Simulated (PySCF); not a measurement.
# C4H10OSi: the cost of one run

Programs: PySCF 2.14.0, with density-fitted response routines of our own. Each step states its level of theory. These are calculated values for one molecule in the gas phase, unless marked as measured. Atoms are numbered from 0 throughout.

**1. The starting structure**

16 atoms, charge 0, multiplicity 1; geometry from: GFN2-xTB.

Bonds of the start (Å): Si0–O1 1.62, O1–C2 1.40, C2–C3 1.51, C3–C4 1.50, C4–C5 1.50, C5–C3 1.50, Si0–H6 1.47, Si0–H7 1.45, Si0–H8 1.47, C2–H9 1.10, C2–H10 1.10, C3–H11 1.08, C4–H12 1.08, C4–H13 1.08, C5–H14 1.08, C5–H15 1.08.

**2. Excited states and response: B3LYP/def2-SVPD**

What the job is given:

```
{"job": {"kind": "uv", "xc": "B3LYP", "basis": "def2-SVPD", "nstates": 8, "ntriplets": 3}, "charge": 0, "multiplicity": 1}
Si     2.621232    -1.011069    -0.829468
O      1.295080    -0.553876    -0.025775
C      0.379586     0.462953    -0.316110
C     -0.719836     0.466571     0.716799
C     -1.911071    -0.426439     0.542679
C     -2.055994     1.054963     0.378746
H      2.302363    -1.398719    -2.208714
H      3.030083    -2.122909     0.010695
H      3.608708     0.072650    -0.895502
H     -0.042881     0.307605    -1.317015
H      0.899781     1.431226    -0.316047
H     -0.347539     0.604361     1.724175
H     -1.957764    -1.043105    -0.341898
H     -2.333336    -0.892204     1.419632
H     -2.578297     1.611715     1.141495
H     -2.197714     1.445221    -0.617959
```

Level: TDDFT B3LYP/def2-SVPD, vertical, gas phase, core orbitals frozen in the response.

Run with:

```sh
> OMP_NUM_THREADS=1 python probes_run.py task.json out
```

The driver reads the jobs from task.json and runs them one after another.

**Question.** How long does this job take on 1 thread of Arm Neoverse V1, shared host, and how much memory does it need?

About 37 s, with a peak of 0.84 GiB.
